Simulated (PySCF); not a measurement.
# A diatomic session: BiO−

Aim: find the lowest electronic state of BiO−, scan its bond at several levels of theory, and get bond length, wavenumber and dissociation energy from each curve.

The runs use PySCF 2.14.0; Bi def2-SVPD with ECP60, O def2-SVPD, scalar-relativistic core potentials.

3 further runs of the same task are left out: 3 set aside as unsound or not needed.

### Step 1. Set-up

Settings of the job:

```json
{
  "atoms": "Bi, O",
  "charge": "-1",
  "basis": "Bi def2-SVPD with ECP60, O def2-SVPD",
  "Hamiltonian": "scalar-relativistic core potentials",
  "basis functions": "55",
  "electrons treated": "32",
  "masses in u": "208.9804, 15.9949",
  "levels": "PBE0, PBE, r²SCAN, TPSSh, BHandHLYP, M06-2X, LC-ωPBE, MP2, SCS-MP2",
  "grid": "80 radial by 434 angular points",
  "occupations": "held fixed by the projection of orbital angular momentum",
  "dissociation limit": "Bi + O−, each in its ground configuration",
  "starting distance in angstrom": "2.160",
  "values of 2S to try": "0, 2, 4"
}
```

The run is started by

```bash
OMP_NUM_THREADS=1 python dia.py task.json out
```

After the search, every level is run at each distance in turn; below they are sorted by level.

### Step 2. First curve: PBE0

State followed: ³Σ⁻ (triplet), unpaired electrons π ↑↑. The scan is laid around 2.022 Å.

The SCF at the reference distance, 2.022 Å, printed:

```text
******** <class 'pyscf.dft.uks_symm.SymAdaptedUKS'> ********
method = SymAdaptedUKS
initial guess = minao
damping factor = 0
level_shift factor = 0
DIIS = <class 'pyscf.scf.diis.CDIIS'>
diis_start_cycle = 1
diis_space = 10
diis_damp = 0
SCF conv_tol = 1e-09
SCF conv_tol_grad = None
SCF max_cycles = 60
direct_scf = False
max_memory 909 MB (current use 315 MB)
number electrons alpha = 17  beta = 15
XC library pyscf.dft.libxc version 7.0.0
    S. Lehtola, C. Steigemann, M. J.T. Oliveira, and M. A.L. Marques.,  SoftwareX 7, 1–5 (2018)
XC functionals = PBE0
    C. Adamo and V. Barone.,  J. Chem. Phys. 110, 6158 (1999)
    M. Ernzerhof and G. E. Scuseria.,  J. Chem. Phys. 110, 5029 (1999)
small_rho_cutoff = 0
Overwritten attributes  get_occ get_jk get_j get_hcore get_k  of <class 'pyscf.dft.uks_symm.SymAdaptedUKS'>
<class 'pyscf.dft.uks_symm.SymAdaptedUKS'> does not have attributes  refdm
Set gradient conv threshold to 3.16228e-05
init E= -289.716335831645
cycle= 1 E= -289.719288735286  delta_E= -0.00295  |g|= 0.0126  |ddm|= 0.0328
cycle= 2 E= -289.718637534761  delta_E= 0.000651  |g|= 0.0399  |ddm|= 0.036
cycle= 3 E= -289.719347173917  delta_E= -0.00071  |g|= 0.0039  |ddm|= 0.0299
cycle= 4 E= -289.719355813503  delta_E= -8.64e-06  |g|= 0.000135  |ddm|= 0.00416
cycle= 5 E= -289.719355821994  delta_E= -8.49e-09  |g|= 5e-05  |ddm|= 0.000358
cycle= 6 E= -289.719355823285  delta_E= -1.29e-09  |g|= 1.71e-05  |ddm|= 0.000111
cycle= 7 E= -289.719355823458  delta_E= -1.73e-10  |g|= 3.91e-06  |ddm|= 2.33e-05
Extra cycle  E= -289.719355823368  delta_E= 8.96e-11  |g|= 1.47e-05  |ddm|= 1.46e-05
converged SCF energy = -289.719355823368  <S^2> = 2.0118693  2S+1 = 3.0079025
```

The curve and what changes along it:

```tsv
R (Å)	E (eV)	μ (D)	Mulliken charge of Bi (e)	Mayer bond order	⟨S²⟩	HOMO (eV)	LUMO (eV)
1.7389	1.4138	-2.92	0.28	0.84	2.01	0.99	4.02
1.8198	0.6141	-3.53	0.24	0.97	2.01	0.81	3.83
1.9007	0.1837	-4.10	0.20	1.08	2.01	0.62	3.65
1.9613	0.0364	-4.51	0.17	1.15	2.01	0.49	3.51
2.0220	0.0000	-4.90	0.14	1.21	2.01	0.36	3.38
2.0827	0.0478	-5.27	0.12	1.26	2.01	0.23	3.25
2.1635	0.2058	-5.73	0.09	1.32	2.01	0.06	3.08
2.2646	0.5032	-6.28	0.06	1.38	2.01	-0.13	2.87
2.3860	0.9394	-6.89	0.03	1.43	2.02	-0.34	2.65
2.5477	1.5494	-7.56	-0.01	1.19	2.20	-0.51	2.42
```

The fit gives Re = 2.015 Å, ωe = 655 cm⁻¹, ωexe = 2.58 cm⁻¹, αe = 0.00153 cm⁻¹, Be = 0.2794 cm⁻¹, De = 3.28 eV, μ = -4.85 D.

Orbitals nearest the gap at 2.022 Å:

```tsv
spin	orbital	ε (eV)	filled	made of
β	σ	-16.98	yes	O s 91 %
β	σ	-8.68	yes	Bi s 85 %
α	π	-2.60	yes	O p 82 %, Bi p 18 %
α	π	-2.60	yes	O p 82 %, Bi p 18 %
α	σ	-2.57	yes	O p 65 %, Bi p 26 %
β	σ	-2.11	yes	O p 65 %, Bi p 23 %, Bi s 10 %
β	π	-1.15	yes	O p 81 %, Bi p 18 %
β	π	-1.15	yes	O p 81 %, Bi p 18 %
α	π	0.36	yes	Bi p 80 %, O p 17 %
α	π	0.36	yes	Bi p 80 %, O p 17 %
β	π	3.38	no	Bi p 76 %, O p 19 %
β	π	3.38	no	Bi p 76 %, O p 19 %
α	σ	4.35	no	Bi s 104 %, Bi d 9 %
α	σ	4.83	no	Bi p 70 %, Bi s 62 %, Bi d 10 %
```

Polarisability there: 88.5 bohr³ along the bond, 73.6 across it.

### Step 3. Orbitals, density and potential

Orbitals, density, ELF and potential are computed afterwards from the orbital file.

Frontier orbitals at PBE0 (alpha spin), with the share of their density that lies nearest to each atom:

```tsv
orbital	energy (eV)	lies on
HOMO	0.36	Bi1 79 %; O2 21 %
LUMO	4.35	Bi1 83 %; O2 17 %
```

ELF in a plane through or near 2 of the atoms.

Ten even steps from '0' (0.00) to '9' (0.86):
```
0011356777653100000000000000
0023578888864210000000000000
0134678999875210000000000000
0134689999875211122211000000
0134688998875321233321000000
0134678876655322455543100000
0123577544443334688764310000
0023565456653236999986420000
0012554588785238979997531000
0012554683076238663898531000
0012554693076238663897531000
0012554588885238989997531000
0023565456653236899986420000
0123577544443334688764310000
0134678876655322455543100000
0134689998875321233321000000
0134689999875211122211000000
0134678999875210000100000000
0023578888864210000000000000
0011356777653100000000000000
```
The map spans 7.2 Å across and 5.2 Å up, centred on the molecule. Atoms in the plane (x, y in Å): Bi1 (-1.0, 0.0), O2 (1.0, 0.0).

On the surface of density 0.002 e/bohr³ the electrostatic potential runs, from the 1st to the 99th percentile, from -6.64 V near O2 to -3.87 V near Bi1.

The spin density lies nearest to Bi1 74 %; O2 26 %.

Core electrons inside the core potentials are missing from the density.

### Step 4. Higher solutions at PBE0

State 2: Ms = 0 determinant of mixed spin (⟨S²⟩ = 1.01), unpaired electrons π ↑↓, an excited solution.

Log of the SCF at 2.022 Å:

```text
[... 13 set-up lines left out, the same as in an earlier log ...]
max_memory 909 MB (current use 372 MB)
number electrons alpha = 16  beta = 16
[... 7 set-up lines left out, the same as in an earlier log ...]
init E= -289.706605678597
cycle= 1 E= -289.709632154247  delta_E= -0.00303  |g|= 0.0129  |ddm|= 0.0327
cycle= 2 E= -289.708891409669  delta_E= 0.000741  |g|= 0.0423  |ddm|= 0.0378
cycle= 3 E= -289.709693947788  delta_E= -0.000803  |g|= 0.00402  |ddm|= 0.0316
cycle= 4 E= -289.709703150836  delta_E= -9.2e-06  |g|= 0.000141  |ddm|= 0.00427
cycle= 5 E= -289.709703159617  delta_E= -8.78e-09  |g|= 4.59e-05  |ddm|= 0.000358
cycle= 6 E= -289.709703160656  delta_E= -1.04e-09  |g|= 1.57e-05  |ddm|= 0.0001
cycle= 7 E= -289.709703160802  delta_E= -1.46e-10  |g|= 4.04e-06  |ddm|= 1.99e-05
Extra cycle  E= -289.709703160702  delta_E= 1e-10  |g|= 1.52e-05  |ddm|= 1.48e-05
converged SCF energy = -289.709703160702  <S^2> = 1.008673  2S+1 = 2.2438119
```

Re = 2.015 Å, ωe = 655 cm⁻¹; the determinant mixes terms (⟨S²⟩ = 1.01, ⟨Lz²⟩ = 2.02), so these belong to no real state. Its minimum lies 0.26 eV above that of the lowest state.

Energy (eV) from the lowest point of the lowest state:

```tsv
R (Å)	lowest	state 2
1.739	1.414	1.678
1.820	0.614	0.878
1.901	0.184	0.447
1.961	0.036	0.300
2.022	0.000	0.263
2.083	0.048	0.310
2.163	0.206	0.467
2.265	0.503	0.763
2.386	0.939	1.198
2.548	1.549	1.820
```

### Step 5. PBE (GGA)

The SCF at the reference distance, 2.022 Å, printed:

```text
[... 17 set-up lines left out, the same as in an earlier log ...]
XC functionals = PBE
    J. P. Perdew, K. Burke, and M. Ernzerhof.,  Phys. Rev. Lett. 77, 3865 (1996)
    J. P. Perdew, K. Burke, and M. Ernzerhof.,  Phys. Rev. Lett. 78, 1396 (1997)
    J. P. Perdew, K. Burke, and M. Ernzerhof.,  Phys. Rev. Lett. 77, 3865 (1996)
    J. P. Perdew, K. Burke, and M. Ernzerhof.,  Phys. Rev. Lett. 78, 1396 (1997)
[... 2 set-up lines left out, the same as in an earlier log ...]
init E= -289.75870063531
cycle= 1 E= -289.753578145748  delta_E= 0.00512  |g|= 0.118  |ddm|= 0.222
cycle= 2 E= -289.593759968163  delta_E= 0.16  |g|= 0.58  |ddm|= 0.531
cycle= 3 E= -289.7600342561  delta_E= -0.166  |g|= 0.0407  |ddm|= 0.403
cycle= 4 E= -289.761006241179  delta_E= -0.000972  |g|= 0.00827  |ddm|= 0.0485
cycle= 5 E= -289.76104754101  delta_E= -4.13e-05  |g|= 0.00171  |ddm|= 0.00827
cycle= 6 E= -289.761049168783  delta_E= -1.63e-06  |g|= 0.000252  |ddm|= 0.00193
cycle= 7 E= -289.761049187048  delta_E= -1.83e-08  |g|= 0.000241  |ddm|= 0.00042
cycle= 8 E= -289.761049213931  delta_E= -2.69e-08  |g|= 8.67e-05  |ddm|= 0.00021
cycle= 9 E= -289.761049217814  delta_E= -3.88e-09  |g|= 4.98e-06  |ddm|= 8.07e-05
cycle= 10 E= -289.761049217828  delta_E= -1.41e-11  |g|= 2.49e-06  |ddm|= 7.83e-06
Extra cycle  E= -289.761049217715  delta_E= 1.14e-10  |g|= 1.56e-05  |ddm|= 1.33e-05
converged SCF energy = -289.761049217715  <S^2> = 2.0045819  2S+1 = 3.0030531
```

Re = 2.053 Å, ωe = 602 cm⁻¹, ωexe = 2.68 cm⁻¹, αe = 0.00162 cm⁻¹, Be = 0.2691 cm⁻¹, De = 3.79 eV, μ = -4.64 D.

### Step 6. r²SCAN (meta-GGA)

Output of the SCF at 2.022 Å:

```text
[... 17 set-up lines left out, the same as in an earlier log ...]
XC functionals = R2SCAN
    J. W. Furness, A. D. Kaplan, J. Ning, J. P. Perdew, and J. Sun.,  J. Phys. Chem. Lett. 11, 8208-8215 (2020)
    J. W. Furness, A. D. Kaplan, J. Ning, J. P. Perdew, and J. Sun.,  J. Phys. Chem. Lett. 11, 9248-9248 (2020)
    J. W. Furness, A. D. Kaplan, J. Ning, J. P. Perdew, and J. Sun.,  J. Phys. Chem. Lett. 11, 8208-8215 (2020)
    J. W. Furness, A. D. Kaplan, J. Ning, J. P. Perdew, and J. Sun.,  J. Phys. Chem. Lett. 11, 9248-9248 (2020)
[... 2 set-up lines left out, the same as in an earlier log ...]
init E= -289.866946938535
cycle= 1 E= -289.86727644972  delta_E= -0.00033  |g|= 0.0199  |ddm|= 0.0877
cycle= 2 E= -289.861791658556  delta_E= 0.00548  |g|= 0.107  |ddm|= 0.103
cycle= 3 E= -289.867485686311  delta_E= -0.00569  |g|= 0.00948  |ddm|= 0.0729
cycle= 4 E= -289.867544299283  delta_E= -5.86e-05  |g|= 0.000627  |ddm|= 0.0112
cycle= 5 E= -289.867544752244  delta_E= -4.53e-07  |g|= 0.000445  |ddm|= 0.00174
cycle= 6 E= -289.867544934386  delta_E= -1.82e-07  |g|= 0.000145  |ddm|= 0.000989
cycle= 7 E= -289.867544953245  delta_E= -1.89e-08  |g|= 3.61e-05  |ddm|= 0.000362
cycle= 8 E= -289.867544955062  delta_E= -1.82e-09  |g|= 1.29e-05  |ddm|= 0.000132
cycle= 9 E= -289.867544955185  delta_E= -1.23e-10  |g|= 6.03e-06  |ddm|= 3.3e-05
Extra cycle  E= -289.867544954775  delta_E= 4.1e-10  |g|= 2.97e-05  |ddm|= 2.7e-05
converged SCF energy = -289.867544954775  <S^2> = 2.0129681  2S+1 = 3.008633
```

Re = 2.028 Å, ωe = 637 cm⁻¹, ωexe = 2.66 cm⁻¹, αe = 0.00158 cm⁻¹, Be = 0.2759 cm⁻¹, De = 3.44 eV, μ = -4.67 D. 11 s of CPU time for 10 points, integrals apart.

### Step 7. TPSSh

Log of the SCF at 2.022 Å:

```text
[... 17 set-up lines left out, the same as in an earlier log ...]
XC functionals = TPSSH
    V. N. Staroverov, G. E. Scuseria, J. Tao, and J. P. Perdew.,  J. Chem. Phys. 119, 12129 (2003)
[... 2 set-up lines left out, the same as in an earlier log ...]
init E= -289.733973850198
cycle= 1 E= -289.734259604947  delta_E= -0.000286  |g|= 0.0202  |ddm|= 0.0678
cycle= 2 E= -289.73009705534  delta_E= 0.00416  |g|= 0.0948  |ddm|= 0.0911
cycle= 3 E= -289.734482124759  delta_E= -0.00439  |g|= 0.00647  |ddm|= 0.0649
cycle= 4 E= -289.734507885528  delta_E= -2.58e-05  |g|= 0.000887  |ddm|= 0.00968
cycle= 5 E= -289.734508331496  delta_E= -4.46e-07  |g|= 0.000275  |ddm|= 0.00163
cycle= 6 E= -289.734508393957  delta_E= -6.25e-08  |g|= 6e-05  |ddm|= 0.000466
cycle= 7 E= -289.734508400264  delta_E= -6.31e-09  |g|= 2.3e-05  |ddm|= 0.000198
cycle= 8 E= -289.734508400762  delta_E= -4.98e-10  |g|= 2.86e-05  |ddm|= 7.98e-05
Extra cycle  E= -289.734508392174  delta_E= 8.59e-09  |g|= 0.000137  |ddm|= 0.000127
converged SCF energy = -289.734508392174  <S^2> = 2.0082122  2S+1 = 3.0054698
```

Re = 2.031 Å, ωe = 635 cm⁻¹, ωexe = 2.62 cm⁻¹, αe = 0.00156 cm⁻¹, Be = 0.2751 cm⁻¹, De = 3.48 eV, μ = -4.66 D. 12 s of CPU time for 10 points, integrals apart.

### Step 8. BHandHLYP (global hybrid GGA)

Log of the SCF at 2.022 Å:

```text
[... 13 set-up lines left out, the same as in an earlier log ...]
max_memory 909 MB (current use 373 MB)
[... 3 set-up lines left out, the same as in an earlier log ...]
XC functionals = BHANDHLYP
    A. D. Becke.,  J. Chem. Phys. 98, 1372 (1993)
    Defined through Gaussian implementation.
[... 2 set-up lines left out, the same as in an earlier log ...]
init E= -289.63129172058
cycle= 1 E= -289.631706532101  delta_E= -0.000415  |g|= 0.0515  |ddm|= 0.128
cycle= 2 E= -289.624641356448  delta_E= 0.00707  |g|= 0.136  |ddm|= 0.131
cycle= 3 E= -289.633000488439  delta_E= -0.00836  |g|= 0.00269  |ddm|= 0.0928
cycle= 4 E= -289.633013590721  delta_E= -1.31e-05  |g|= 0.00143  |ddm|= 0.00702
cycle= 5 E= -289.633019074963  delta_E= -5.48e-06  |g|= 0.000971  |ddm|= 0.00442
cycle= 6 E= -289.633022095634  delta_E= -3.02e-06  |g|= 0.000528  |ddm|= 0.00429
cycle= 7 E= -289.633023044878  delta_E= -9.49e-07  |g|= 0.000134  |ddm|= 0.00301
cycle= 8 E= -289.633023143585  delta_E= -9.87e-08  |g|= 2.33e-05  |ddm|= 0.0012
cycle= 9 E= -289.633023146078  delta_E= -2.49e-09  |g|= 1.01e-05  |ddm|= 0.00016
cycle= 10 E= -289.633023146319  delta_E= -2.41e-10  |g|= 4.42e-06  |ddm|= 3.71e-05
Extra cycle  E= -289.633023146346  delta_E= -2.73e-11  |g|= 5e-06  |ddm|= 1.23e-05
converged SCF energy = -289.633023146346  <S^2> = 2.0225135  2S+1 = 3.0149716
```

Re = 2.000 Å, ωe = 682 cm⁻¹, ωexe = 2.52 cm⁻¹, αe = 0.00149 cm⁻¹, Be = 0.2838 cm⁻¹, De = 2.78 eV, μ = -5.20 D.

### Step 9. M06-2X

Output of the SCF at 2.022 Å:

```text
[... 17 set-up lines left out, the same as in an earlier log ...]
XC functionals = M062X
    Y. Zhao and D. G. Truhlar.,  Theor. Chem. Acc. 120, 215 (2008)
    Y. Zhao and D. G. Truhlar.,  Theor. Chem. Acc. 120, 215 (2008)
[... 2 set-up lines left out, the same as in an earlier log ...]
init E= -289.625270304064
cycle= 1 E= -289.629340119318  delta_E= -0.00407  |g|= 0.0376  |ddm|= 0.237
cycle= 2 E= -289.626968268892  delta_E= 0.00237  |g|= 0.0841  |ddm|= 0.104
cycle= 3 E= -289.630246421983  delta_E= -0.00328  |g|= 0.00801  |ddm|= 0.0632
cycle= 4 E= -289.630335744238  delta_E= -8.93e-05  |g|= 0.00327  |ddm|= 0.0251
cycle= 5 E= -289.630355830832  delta_E= -2.01e-05  |g|= 0.00152  |ddm|= 0.0103
cycle= 6 E= -289.630364576718  delta_E= -8.75e-06  |g|= 0.000533  |ddm|= 0.00941
cycle= 7 E= -289.630365730364  delta_E= -1.15e-06  |g|= 0.00038  |ddm|= 0.00292
cycle= 8 E= -289.630366087405  delta_E= -3.57e-07  |g|= 0.000132  |ddm|= 0.0017
cycle= 9 E= -289.630366199885  delta_E= -1.12e-07  |g|= 4.4e-05  |ddm|= 0.00121
cycle= 10 E= -289.630366209391  delta_E= -9.51e-09  |g|= 1.41e-05  |ddm|= 0.000373
cycle= 11 E= -289.630366209837  delta_E= -4.47e-10  |g|= 3.2e-06  |ddm|= 7.59e-05
Extra cycle  E= -289.630366209856  delta_E= -1.86e-11  |g|= 2.47e-06  |ddm|= 1.03e-05
converged SCF energy = -289.630366209856  <S^2> = 2.0216071  2S+1 = 3.0143703
```

Re = 2.012 Å, ωe = 667 cm⁻¹, ωexe = 2.56 cm⁻¹, αe = 0.00147 cm⁻¹, Be = 0.2802 cm⁻¹, De = 2.80 eV, μ = -5.53 D. 14 s of CPU time for 10 points, integrals apart.

### Step 10. LC-ωPBE (range-separated hybrid)

Output of the SCF at 2.022 Å:

```text
[... 17 set-up lines left out, the same as in an earlier log ...]
XC functionals = LC_WPBE
    O. A. Vydrov and G. E. Scuseria.,  J. Chem. Phys. 125, 234109 (2006)
[... 2 set-up lines left out, the same as in an earlier log ...]
init E= -289.775781023808
cycle= 1 E= -289.778155739602  delta_E= -0.00237  |g|= 0.0405  |ddm|= 0.139
cycle= 2 E= -289.776936989312  delta_E= 0.00122  |g|= 0.0703  |ddm|= 0.0813
cycle= 3 E= -289.779042030692  delta_E= -0.00211  |g|= 0.00765  |ddm|= 0.0472
cycle= 4 E= -289.779127456519  delta_E= -8.54e-05  |g|= 0.00277  |ddm|= 0.021
cycle= 5 E= -289.779149183907  delta_E= -2.17e-05  |g|= 0.00163  |ddm|= 0.00898
cycle= 6 E= -289.779159256512  delta_E= -1.01e-05  |g|= 0.000405  |ddm|= 0.0121
cycle= 7 E= -289.779160016386  delta_E= -7.6e-07  |g|= 0.000158  |ddm|= 0.00278
cycle= 8 E= -289.779160113553  delta_E= -9.72e-08  |g|= 8.19e-05  |ddm|= 0.00063
cycle= 9 E= -289.779160151404  delta_E= -3.79e-08  |g|= 3.18e-05  |ddm|= 0.000564
cycle= 10 E= -289.77916015707  delta_E= -5.67e-09  |g|= 8.37e-06  |ddm|= 0.000263
cycle= 11 E= -289.779160157289  delta_E= -2.19e-10  |g|= 1.78e-06  |ddm|= 5.44e-05
Extra cycle  E= -289.779160157297  delta_E= -7.84e-12  |g|= 9.15e-07  |ddm|= 8.18e-06
converged SCF energy = -289.779160157297  <S^2> = 2.0156941  2S+1 = 3.0104446
```

Re = 1.988 Å, ωe = 698 cm⁻¹, ωexe = 2.49 cm⁻¹, αe = 0.00145 cm⁻¹, Be = 0.2870 cm⁻¹, De = 2.97 eV, μ = -5.27 D. 9.7 s of CPU time for 10 points, integrals apart.

### Step 11. MP2

Reference: UHF; core orbitals frozen: 5.

Correlation energy (eV) along the bond:

```tsv
R (Å)	MP2	SCS-MP2
1.739	-8.499	-7.944
1.820	-8.645	-8.078
1.901	-8.800	-8.221
1.961	-8.918	-8.332
2.022	-9.035	-8.446
2.083	-8.676	-8.152
2.163	-7.891	-7.412
2.265	-7.447	-7.006
2.386	-7.147	-6.740
2.548	-6.918	-6.543
```

UHF-MP2: No constants are quoted: the points don't follow one smooth fit.

UHF-SCS-MP2: No constants are quoted: the points don't follow one smooth fit.

### Step 12. All curves

Energy (eV) from each level's lowest point:

```tsv
R (Å)	UHF-MP2	UHF-SCS-MP2	PBE	r²SCAN	TPSSh	PBE0	BHandHLYP	M06-2X	LC-ωPBE
1.739	1.680	1.647	1.656	1.504	1.526	1.414	1.320	1.413	1.232
1.820	0.801	0.780	0.788	0.676	0.692	0.614	0.543	0.610	0.484
1.901	0.294	0.284	0.288	0.220	0.229	0.184	0.139	0.178	0.107
1.961	0.090	0.087	0.090	0.054	0.059	0.036	0.014	0.033	0.000
2.022	0.000	0.000	0.002	0.000	0.000	0.000	0.000	0.000	0.004
2.083	0.459	0.394	0.000	0.030	0.026	0.048	0.071	0.053	0.093
2.163	1.281	1.170	0.093	0.165	0.158	0.206	0.261	0.221	0.305
2.265	1.743	1.595	0.313	0.434	0.423	0.503	0.599	0.532	0.668
2.386	2.077	1.895	0.660	0.836	0.824	0.939	1.080	0.960	1.163
2.548	2.377	2.163	1.174	1.415	1.403	1.549	1.759	1.358	1.627
```

The whole job (state search and all levels along the bond) took 2.6 min on 1 thread of Arm Neoverse V2 (shared host), peak memory 0.71 GiB.

### Step 13. Constants by level of theory

Lowest PBE0 solution found, without spin–orbit coupling: ³Σ⁻ (triplet), unpaired electrons π ↑↑. State 2 has its PBE0 minimum 0.26 eV higher, as a spin-mixed determinant (⟨S²⟩ = 1.01), so this is no gap between pure states. The other levels ran on the lowest alone.

```tsv
level	Re (Å)	ωe (cm⁻¹)	De (eV)	μ (D)
PBE	2.053	602	3.79	-4.64
r²SCAN	2.028	637	3.44	-4.67
TPSSh	2.031	635	3.48	-4.66
PBE0	2.015	655	3.28	-4.85
BHandHLYP	2.000	682	2.78	-5.20
M06-2X	2.012	667	2.80	-5.53
LC-ωPBE	1.988	698	2.97	-5.27
```

De is counted to Bi + O− in their ground configurations. A positive dipole points from Bi to O; in an ion it is taken about the centre of mass and does not tell which atom is negative. No constants: UHF-MP2 (the points don't follow one smooth fit); UHF-SCS-MP2 (the points don't follow one smooth fit).

Time per point (s) on 1 thread of Arm Neoverse V2, shared host (CPU time, shared integrals of 0.12 s apart; correlated levels include their reference); the times are rough: PBE 1, r²SCAN 1.1, TPSSh 1.2, PBE0 2.2, BHandHLYP 0.77, M06-2X 1.4, LC-ωPBE 0.97.

In words: Bond lengths run from 1.988 Å (LC-ωPBE) to 2.053 Å (PBE). Of the levels with a De here, BHandHLYP gives the least (2.78 eV) and PBE the most (3.79 eV).

Correlated steps freeze 5 core orbitals. These are scalar-relativistic numbers at best; spin–orbit coupling would shift them, the dissociation energy most. With some functionals the highest level of the anion is positive, from self-interaction error or because the anion is truly unbound there; the finite basis then holds the extra electron, and no neutral molecule was run to test the binding. With spin–orbit coupling the term label itself may not hold.
